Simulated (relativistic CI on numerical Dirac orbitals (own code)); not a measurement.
**Hf⁺ (5d3) in crystal fields: levels and magnetism**

How does a crystal field split the 5d3 shell of Hf⁺, and what follows for the ground state and χT? 6 fields tried.

Method: Dirac-Coulomb-Breit CI, KLI orbitals optimised for each configuration, model QED (radiative potential, 1s self-energy scaled to tabulated hydrogen-like ionisation energies), one configuration in a parametric crystal field. Code: relativistic CI on numerical Dirac orbitals (own code) version 1.

**1. The system**

| Property | Result |
| --- | --- |
| ion | Hf⁺ (Hf II) |
| nuclear charge | 72 |
| electrons | 71 |
| open shell | 5d3 |
| Slater scale | 1 |
| field 1 (cm⁻¹) | D4h, 10Dq = 24650, Ds = 790, Dt = 420 |
| field 2 (cm⁻¹) | Oh, 10Dq = 9950 |
| field 3 (cm⁻¹) | D4h, 10Dq = 8700, Ds = -570, Dt = -200 |
| field 4 (cm⁻¹) | Oh, 10Dq = 25900 |
| field 5 (cm⁻¹) | D4h, 10Dq = 27350, Ds = -800, Dt = -360 |
| field 6 (cm⁻¹) | Oh, 10Dq = 8150 |

Outer shells as boxes (Hund's rule):

[Xe] 4f14 5d3
```
[Xe] core
4f [↑↓][↑↓][↑↓][↑↓][↑↓][↑↓][↑↓]
5d [↑ ][↑ ][↑ ][  ][  ]
```

**2. Field 1: D4h, 10Dq = 24650, Ds = 790, Dt = 420**

The run's settings:

```ini
atom Hf  Z=72  charge=1  electrons=71
nucleus A=180  rms_radius_fm=5.3470
hamiltonian dirac-coulomb  breit=on  qed=on  c_scale=1
orbitals kli  potential=per-configuration
slater_scale 1
correlation none
mixing on
configurations
  [Xe] 4f14 5d3
end
crystal_field D4h 10Dq=24650 Ds=790 Dt=420
```

**3. Field 2: Oh, 10Dq = 9950**

The settings differ from step 2 so:

```diff
@@ -10,2 +10,2 @@
 end
-crystal_field D4h 10Dq=24650 Ds=790 Dt=420
+crystal_field Oh 10Dq=9950
```

**4. Field 3: D4h, 10Dq = 8700, Ds = -570, Dt = -200**

The settings differ from step 3 so:

```diff
@@ -10,2 +10,2 @@
 end
-crystal_field Oh 10Dq=9950
+crystal_field D4h 10Dq=8700 Ds=-570 Dt=-200
```

**5. Field 4: Oh, 10Dq = 25900**

The settings differ from step 4 so:

```diff
@@ -10,2 +10,2 @@
 end
-crystal_field D4h 10Dq=8700 Ds=-570 Dt=-200
+crystal_field Oh 10Dq=25900
```

**6. Field 5: D4h, 10Dq = 27350, Ds = -800, Dt = -360**

The settings differ from step 5 so:

```diff
@@ -10,2 +10,2 @@
 end
-crystal_field Oh 10Dq=25900
+crystal_field D4h 10Dq=27350 Ds=-800 Dt=-360
```

**7. Field 6: Oh, 10Dq = 8150**

The settings differ from step 6 so:

```diff
@@ -10,2 +10,2 @@
 end
-crystal_field D4h 10Dq=27350 Ds=-800 Dt=-360
+crystal_field Oh 10Dq=8150
```

(Steps that only read results are left out.)

Before running it: what results should come out? Wanted: ground spin; most axial ground doublet.

The runs gave:

| field | ground state | degeneracy | S | J | first gap (cm⁻¹) | stabilisation (cm⁻¹) | χT at 2 K | χT at 300 K |
| --- | --- | --- | --- | --- | --- | --- | --- | --- |
| 1: D4h | G7 | 2 | 1.50 | 3.38 | 4 | -24669 | 1.390 | 1.681 |
| 2: Oh | G8 | 4 | 1.49 | 3.25 | 9085 | -10077 | 1.405 | 1.467 |
| 3: D4h | G6 | 2 | 1.49 | 3.23 | 15 | -9989 | 0.918 | 1.457 |
| 4: Oh | G8 | 4 | 1.50 | 3.40 | 10574 | -29091 | 1.686 | 1.710 |
| 5: D4h | G6 | 2 | 1.50 | 3.41 | 2 | -33342 | 1.610 | 1.728 |
| 6: Oh | G8 | 4 | 1.49 | 3.19 | 7755 | -7958 | 1.312 | 1.387 |

χT is in cm³ K/mol; stabilisation counts from the free ion's lowest level; S and J come from the expectation values of their squares.

| quantity | value |
| --- | --- |
| ground spin (effective S from ⟨S²⟩) | 1: 1.50, 2: 1.49, 3: 1.49, 4: 1.50, 5: 1.50, 6: 1.49 |
| χT at 300 K | 1.39 to 1.73 cm³ K/mol |
| most axial ground doublet | field 5, g = 0.00, 0.00, 5.71 |

**Reading.** All fields leave the ground state at S = 3/2. The lowest doublet of field 5 is strongly axial. The field is a set of parameters, without covalency or charge transfer.
